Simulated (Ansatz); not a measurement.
# Hf2Pd2Se2Br2O3 (P-1) in Ansatz: relaxation of cell and atoms with PBEsol

Aim: the relaxation of cell and atoms of Hf2Pd2Se2Br2O3 with PBEsol.

Everything below comes from runs of Ansatz 0.2.0. Logs are shortened: lines on timing, memory, paths and dates and some standing lists are left out, and cuts for length are marked.

### 1 The structure

The typed cell holds 11 atoms: a = 5.607 Å, b = 5.574 Å, c = 8.642 Å, α = 75.02°, β = 81.24°, γ = 74.12°.

The cell was built by a generator and needn't be a form met in nature.

### 2 Relaxation of cell and atoms, PBEsol

File input.yaml:

```yaml
crystal:
  lattice:
    - [5.60663, -0.09346, -0.01409]
    - [1.61393, 5.33512, 0.00251]
    - [1.36916, 1.91529, 8.31543]
  atoms:
    - { symbol: Hf, position: [0.23317, 0.65161, 0.02284] }
    - { symbol: Hf, position: [0.76683, 0.34839, 0.97716] }
    - { symbol: Pd, position: [0.0, 0.5, 0.5] }
    - { symbol: Pd, position: [0.0, 0.0, 0.5] }
    - { symbol: Se, position: [0.02419, 0.33917, 0.25331] }
    - { symbol: Se, position: [0.97581, 0.66083, 0.74669] }
    - { symbol: Br, position: [0.5, 0.5, 0.5] }
    - { symbol: Br, position: [0.5, 0.0, 0.5] }
    - { symbol: O, position: [0.44792, 0.35724, 0.92101] }
    - { symbol: O, position: [0.55208, 0.64276, 0.07899] }
    - { symbol: O, position: [0.0, 0.0, 0.0] }
hamiltonian:
  xc: pbesol
  pseudopotentials: { kind: paw }
kpoints:
  mp_grid: { grid: [4, 4, 3] }
scf:
  occupations: { method: fermi_dirac, width: 0.05 }
output:
  forces: true
  stress: true
  eigenvalues: true
  write_density: true
  write_potential: true
  elf: true
  volumetric_format: npy
relax:
  f_tol: 0.01
  max_steps: 40
  cell: { stress_tol: 0.05 }
```

Potentials or basis: Ansatz PAW.

Started as:

```
$ ansatz run input.yaml --threads 8 --pin off --max-ram 20480MiB --backend cpu --events-out ev --progress --plain --runs-dir out
```

Log:

```text
Warning: RAYON_NUM_THREADS=8 ignored (pool sized by the plan → 8); use --threads N
Engine: ansatz 0.2.0, aarch64-unknown-linux-gnu
Pseudopotentials: kind: paw
Pseudopotential: Hf, paw, valence charge 26, recommended cutoff 420 eV (normal), Hf.paw.azcp
Pseudopotential: Pd, paw, valence charge 18, recommended cutoff 420 eV (normal), Pd.paw.azcp
Pseudopotential: Se, paw, valence charge 16, recommended cutoff 420 eV (normal), Se.paw.azcp
Pseudopotential: Br, paw, valence charge 7, recommended cutoff 420 eV (normal), Br.paw.azcp
Pseudopotential: O, paw, valence charge 6, recommended cutoff 420 eV (normal), O.paw.azcp
Functional definition: PBEsol
  exchange = pbesol_x
  correlation = pbesol_c
Crystal: 11 atoms, lattice volume = 250.018 Å³
Basis set: ecut = 420 eV, 4885 PW (Γ), exchange–correlation on 80×80×120 points (8 copies of the dense FFT grid, shifted against one another)
Bands: 92, of which v1, the nominal top of the filled ones, is band 76 counted from 1 (75 counted from 0)
Symmetry: 2 space group operations
Space group: P-1 (ITA 2), of the structure as read, at distance tolerance 6.3e-5 Å
k-points: 26 of 48
Non-local potential: Hf, projectors of the file, l = 0: 3, l = 1: 2, l = 2: 2, l = 3: 3
Non-local potential: Pd, projectors of the file, l = 0: 2, l = 1: 2, l = 2: 2, l = 3: 1
Non-local potential: Se, projectors of the file, l = 0: 2, l = 1: 2, l = 2: 3, l = 3: 1
Non-local potential: Br, projectors of the file, l = 0: 2, l = 1: 2, l = 2: 2
Non-local potential: O, projectors of the file, l = 0: 2, l = 1: 2, l = 2: 1
PAW form: soft (Blöchl's): semilocal exchange-correlation on the pseudo side does not see the compensation charge
PAW frozen core: Hf, regenerated for the run's functional, and the local potential with it (the file was generated under x = pbe(κ = 0.804, μ = 0.2195149727645171), c = pbe(β = 0.06672455060314922))
PAW frozen core: Pd, regenerated for the run's functional, and the local potential with it (the file was generated under x = pbe(κ = 0.804, μ = 0.2195149727645171), c = pbe(β = 0.06672455060314922))
PAW frozen core: Se, regenerated for the run's functional, and the local potential with it (the file was generated under x = pbe(κ = 0.804, μ = 0.2195149727645171), c = pbe(β = 0.06672455060314922))
PAW frozen core: Br, regenerated for the run's functional, and the local potential with it (the file was generated under x = pbe(κ = 0.804, μ = 0.2195149727645171), c = pbe(β = 0.06672455060314922))
PAW frozen core: O, regenerated for the run's functional, and the local potential with it (the file was generated under x = pbe(κ = 0.804, μ = 0.2195149727645171), c = pbe(β = 0.06672455060314922))
PAW one-centre angular grid: Hf, 590 points (default); XC on 64 Gauss nodes
PAW one-centre angular grid: Pd, 590 points (default); XC on 64 Gauss nodes
PAW one-centre angular grid: Se, 590 points (default); XC on 64 Gauss nodes
PAW one-centre angular grid: Br, 110 points (default); XC on 64 Gauss nodes
PAW one-centre angular grid: O, 110 points (default); XC on 64 Gauss nodes
Initial density: superposition of atomic densities (neutral atoms: chi_scale 0, normalization atom), corrected by the library's trained network
Initial wavefunctions: pseudopotential atomic-orbital guess
Functional: x = pbesol(κ = 0.804, μ = 0.12345679012345678), c = pbesol(β = 0.046)
SCF iter   1: F=—  HF=-63018.682595 eV  |F-HF|=—  |Δ(HF+E_count)|=         —  Δρ=1.25e-2  dr2=3.25e-1  ethr=1.77e-3  ⟨swp⟩=6.0  Hψ=8479  notcnv=0  defer=54
[... 373 lines left out ...]
Free energy (F): -63018.808419 eV
Harris-Foulkes:  -63018.808419 eV  (|F-HF|=1.46e-11)
Internal energy: -63018.779487 eV  (E = F + TS)
E sigma→0 (E₀):  -63018.793953 eV
Entropy (-TS):   -0.028932 eV (-2.630 meV/atom)
Fermi energy:    8.569758 eV
--- Per-component energies (eV) ---
  E_band       = -1906.900909
  E_kinetic    = 2896.970983
  E_local      = -29203.167628  (includes V_loc(G=0)·N_el)
  E_nonlocal   = -2931.527793
  E_hartree    = 13238.925202
  E_xc         = -1872.790813
  E_vxc        = -1630.632209  (∫ρ·V_xc dr)
  E_paw        = -29585.072470  (= ΣΔE_a)
  E_vpaw       = 2483.599197  (= ΣTr[D̂ρ^β])
  E_aug_tail   = 0.006473  (compensation charges beyond the density's cutoff)
  E_ewald      = -15567.537977
  E_core_change = 5.414537  (= ΣΔE_core)
  E_smearing   = -0.028932  (= −TS)
  E_closure    = -0.000000  (closes the sum)
  Σ components = -63018.808419   (vs F -63018.808419, Δ=0.00e0)
--- Forces (eV/Å), atoms counted from 1 ---
  atom   1  Hf     0.00631451     0.00378890     0.00014972
  atom   2  Hf    -0.00631451    -0.00378890    -0.00014972
  atom   3  Pd     0.00000000     0.00000000     0.00000000
  atom   4  Pd     0.00000000     0.00000000     0.00000000
  atom   5  Se     0.00056898    -0.00192379     0.00082621
  atom   6  Se    -0.00056898     0.00192379    -0.00082621
  atom   7  Br     0.00000000     0.00000000     0.00000000
  atom   8  Br     0.00000000     0.00000000     0.00000000
  atom   9  O     -0.00117498    -0.00210266    -0.00244690
  atom  10  O      0.00117498     0.00210266     0.00244690
  atom  11  O      0.00000000     0.00000000     0.00000000
  max |Σ_I F_I| component: 0.00e0 eV/Å
--- Stress (GPa, compression-positive) ---
       -0.005918       0.003563       0.005401
        0.003563       0.012496       0.007815
        0.005401       0.007815       0.008600
  P = ⅓ Tr σ = 0.0051 GPa (0.051 kbar)
--- Band table (eV; the first three rows and the last of 26) ---
  k-point 0: bands = ["-75.4198", "-75.3809", "-53.2438", "-53.2177", "-41.4816", "-41.3973", "-41.2591", "-41.2041", "-40.9106", "-40.8276", "-38.9004", "-38.8941", "-38.8935", "-38.8920", "-38.8323", "-38.8315", "-38.8174", "-38.8171", "-38.8009", "-38.7991", "-22.4183", "-22.1360", "-22.0969", "-22.0571", "-22.0363", "-21.7491", "-9.2297", "-8.6778", "-7.9239", "-7.3254", "-5.8886", "-4.3857", "-4.1005", "-3.2009", "-3.1960", "-3.1863", "-3.1852", "-3.1433", "-3.1208", "-3.1027", "-3.1011", "-3.0981", "-3.0889", "-3.0492", "-3.0299", "-3.0289", "-2.9946", "2.9853", "3.0701", "3.5883", "3.9315", "4.1235", "4.4442", "4.4941", "4.5534", "4.7452", "4.9607", "4.9689", "5.2483", "5.3013", "5.3793", "5.5169", "5.8543", "6.0287", "6.0747", "6.2239", "6.3340", "6.5854", "6.7790", "6.8733", "7.0662", "7.0705", "7.0878", "7.3901", "8.2132", "8.2678", "8.7859", "9.3764", "10.3185", "10.7379", "11.5630", "12.1723", "12.3133", "12.7983", "12.8096", "13.4139", "14.0397", "14.0882", "14.4041", "14.4560", "15.0421", "15.3986"]
  k-point 1: bands = ["-75.4198", "-75.3809", "-53.2438", "-53.2177", "-41.4816", "-41.3973", "-41.2591", "-41.2041", "-40.9106", "-40.8276", "-38.9004", "-38.8941", "-38.8935", "-38.8921", "-38.8322", "-38.8315", "-38.8174", "-38.8170", "-38.8008", "-38.7991", "-22.4183", "-22.1360", "-22.0969", "-22.0571", "-22.0363", "-21.7491", "-9.2283", "-8.6787", "-7.9230", "-7.3272", "-5.8885", "-4.3689", "-4.1219", "-3.2011", "-3.1957", "-3.1880", "-3.1833", "-3.1444", "-3.1205", "-3.1032", "-3.1020", "-3.0974", "-3.0878", "-3.0492", "-3.0288", "-3.0285", "-2.9945", "3.0459", "3.1168", "3.6445", "3.8071", "4.0248", "4.3187", "4.4446", "4.6344", "4.7661", "4.9046", "5.1049", "5.2485", "5.3048", "5.5144", "5.6766", "5.8413", "5.9405", "6.0858", "6.2432", "6.3730", "6.4854", "6.6772", "6.9004", "6.9206", "7.0818", "7.0970", "7.5060", "8.0809", "8.1396", "8.8481", "9.3739", "10.2762", "11.2537", "11.7453", "12.1292", "12.2987", "12.4734", "13.0281", "13.3980", "13.7576", "14.0053", "14.1323", "14.8410", "14.8819", "15.2864"]
  k-point 2: bands = ["-75.4195", "-75.3812", "-53.2436", "-53.2179", "-41.4759", "-41.4015", "-41.2589", "-41.2043", "-40.8995", "-40.8404", "-38.8996", "-38.8953", "-38.8930", "-38.8921", "-38.8322", "-38.8315", "-38.8174", "-38.8171", "-38.8006", "-38.7994", "-22.4022", "-22.1352", "-22.1010", "-22.0410", "-22.0310", "-21.7887", "-9.0735", "-8.6850", "-8.0774", "-7.1568", "-6.1545", "-4.3422", "-4.1333", "-3.2003", "-3.1962", "-3.1871", "-3.1843", "-3.1412", "-3.1244", "-3.1045", "-3.1023", "-3.1010", "-3.0806", "-3.0503", "-3.0416", "-3.0291", "-2.9788", "3.1104", "3.5656", "3.6132", "3.7857", "4.0532", "4.3278", "4.5346", "4.6662", "4.7395", "4.9785", "5.0119", "5.2112", "5.4736", "5.5796", "5.6328", "5.7925", "5.9657", "6.0169", "6.2637", "6.4865", "6.5064", "6.6612", "6.7683", "6.8634", "6.9246", "7.3664", "7.4108", "8.1118", "8.1498", "8.3760", "8.5254", "10.3977", "11.1571", "11.4867", "11.9742", "12.4114", "12.7140", "12.9756", "13.4095", "14.0282", "14.2456", "14.5831", "14.7884", "15.0867", "15.2731"]
  k-point 25: bands = ["-75.4192", "-75.3815", "-53.2407", "-53.2208", "-41.4695", "-41.4064", "-41.2587", "-41.2045", "-40.8760", "-40.8656", "-38.8982", "-38.8969", "-38.8927", "-38.8923", "-38.8322", "-38.8316", "-38.8173", "-38.8171", "-38.8001", "-38.7998", "-22.4124", "-22.2263", "-22.0895", "-22.0619", "-21.9713", "-21.7394", "-9.0744", "-8.6397", "-7.9680", "-6.5954", "-6.5186", "-4.3474", "-4.2540", "-3.1996", "-3.1922", "-3.1858", "-3.1854", "-3.1445", "-3.1200", "-3.1060", "-3.0997", "-3.0979", "-3.0888", "-3.0485", "-3.0262", "-3.0143", "-2.9900", "2.5073", "2.8092", "3.1080", "3.7176", "3.8627", "4.0121", "4.1525", "4.3282", "4.4411", "4.5237", "4.8836", "5.0607", "5.1011", "5.2975", "5.3808", "5.7322", "6.0158", "6.0722", "6.5849", "6.6931", "6.9352", "7.0956", "7.1633", "7.2483", "7.4999", "7.5288", "7.6551", "7.7404", "8.0898", "9.6210", "10.0279", "10.8411", "12.0055", "12.1283", "12.3981", "12.6065", "13.0677", "13.2629", "13.4331", "13.9897", "14.5095", "15.1236", "15.4405", "15.6933", "15.8788"]
--- Relaxed structure (24 steps of the walk, 22 accepted, 2 SCFs on fresh bases) ---
  F+E_penalty+E_count = -63018.80841884 eV   max|allowed force component| = 6.315e-3 eV/Å   (the final SCF, on the basis selected at the relaxed cell)
  cell:  # Å, volume = 234.6815 Å³
    - [5.18255411609028, -0.054141630009055905, -0.021924064361624408]
    - [1.5331876669236557, 5.58028907216411, -0.06318593090170255]
    - [1.266720049978721, 1.9112949525012972, 8.066725267557432]
  atoms:
    - { symbol: Hf, position: [0.2237064268419476, 0.6606158744338991, 0.027328749685907698] }
    - { symbol: Hf, position: [0.7762935731580518, 0.339384125566101, 0.9726712503140924] }
    - { symbol: Pd, position: [-5.551115123125783e-17, 0.4999999999999999, 0.49999999999999994] }
    - { symbol: Pd, position: [-2.7755575615628914e-17, 0.0, 0.49999999999999994] }
    - { symbol: Se, position: [0.0309380443168987, 0.3270734930931128, 0.25789345829800786] }
    - { symbol: Se, position: [0.9690619556831008, 0.6729265069068873, 0.7421065417019923] }
    - { symbol: Br, position: [0.49999999999999983, 0.4999999999999999, 0.49999999999999994] }
    - { symbol: Br, position: [0.4999999999999997, -2.7755575615628914e-17, 0.5] }
    - { symbol: O, position: [0.42047935094337807, 0.3600180942937377, 0.9307124947856914] }
    - { symbol: O, position: [0.5795206490566217, 0.6399819057062623, 0.06928750521430857] }
    - { symbol: O, position: [0.0, 0.0, 0.0] }
```

It took 2.7 min on 8 threads of Arm Neoverse V2, shared host; peak memory 1.4 GiB.

Results:

```yaml
Free_energy: -63018.8084 eV
Relaxed_volume: 21.33 Å³/atom
Relaxed_cell: a = 5.183 Å, b = 5.787 Å, c = 8.386 Å, α = 75.57°, β = 81.69°, γ = 75.23°
Space_group_after_relaxing_to_0.05_Å: P-1 (No. 2)
Energy_gained_by_relaxing: 17.0 meV/atom
Ionic_steps: 24
Pressure_after_relaxing: 0.0 GPa
Largest_force_after_relaxing: 0.007 eV/Å
Band_gap_on_the_k_mesh: none (metal or under the smearing width)
```

Forces in eV/Å, atoms in the order of the input:
```
Hf   0.006  0.004  0.000
Hf  -0.006 -0.004  0.000
Pd   0.000  0.000  0.000
Pd   0.000  0.000  0.000
Se   0.001 -0.002  0.001
Se  -0.001  0.002 -0.001
Br   0.000  0.000  0.000
Br   0.000  0.000  0.000
O   -0.001 -0.002 -0.002
O    0.001  0.002  0.002
O    0.000  0.000  0.000
```

The path:
| step | energy change (eV) | largest force (eV/Å) | volume (Å³) |
| --- | --- | --- | --- |
| 1 | 0.0000 | 0.3653 | 250.02 |
| 2 | -0.0744 | 0.5047 | 230.78 |
| 3 | -0.1430 | 0.1268 | 238.28 |
| 4 | -0.1496 | 0.0612 | 237.94 |
| 5 | -0.1617 | 0.1917 | 236.89 |
| 6 | -0.1671 | 0.1456 | 236.68 |
| 7 | -0.1696 | 0.0390 | 236.51 |
| 8 | -0.1700 | 0.0232 | 236.47 |
| 9 | -0.1700 | 0.0121 | 236.50 |
| 10 | -0.1703 | 0.0270 | 236.55 |
| 11 | -0.1709 | 0.0503 | 236.61 |
| 12 | -0.1721 | 0.0747 | 236.56 |
| 13 | -0.1739 | 0.1205 | 236.53 |
| 14 | -0.1761 | 0.1454 | 236.36 |
| 15 | -0.1882 | 0.0361 | 234.68 |
| 16 | -0.1894 | 0.1426 | 234.41 |
| 17 | -0.1898 | 0.1447 | 235.33 |
| 18 | -0.1908 | 0.0211 | 235.14 |
| 19 | -0.1912 | 0.0082 | 234.98 |
| 20 | -0.1911 | 0.0012 | 235.06 |
| 21 | -0.1861 | 0.0013 | 235.06 |
| 22 | -0.1869 | 0.0297 | 234.60 |
| 23 | -0.1870 | 0.0073 | 234.68 |
| 24 | -0.1866 | 0.0074 | 234.68 |

Final structure:
```yaml
crystal:
  lattice:
    - [5.18255, -0.05414, -0.02192]
    - [1.53319, 5.58029, -0.06319]
    - [1.26672, 1.91129, 8.06673]
  atoms:
    - { symbol: Hf, position: [0.22371, 0.66062, 0.02733] }
    - { symbol: Hf, position: [0.77629, 0.33938, 0.97267] }
    - { symbol: Pd, position: [0.00000, 0.50000, 0.50000] }
    - { symbol: Pd, position: [0.00000, 0.00000, 0.50000] }
    - { symbol: Se, position: [0.03094, 0.32707, 0.25789] }
    - { symbol: Se, position: [0.96906, 0.67293, 0.74211] }
    - { symbol: Br, position: [0.50000, 0.50000, 0.50000] }
    - { symbol: Br, position: [0.50000, 0.00000, 0.50000] }
    - { symbol: O, position: [0.42048, 0.36002, 0.93071] }
    - { symbol: O, position: [0.57952, 0.63998, 0.06929] }
    - { symbol: O, position: [0.00000, 0.00000, 0.00000] }
```

Caveat: the plane-wave basis is chosen anew once the cell has moved, so the energies of steps on either side of that aren't comparable; the PAW data sets come from PBE, with cores solved anew for the run's functional, which leaves a small shift of forces and pressure. The run has no spin-orbit coupling, so splittings on Hf are missing.
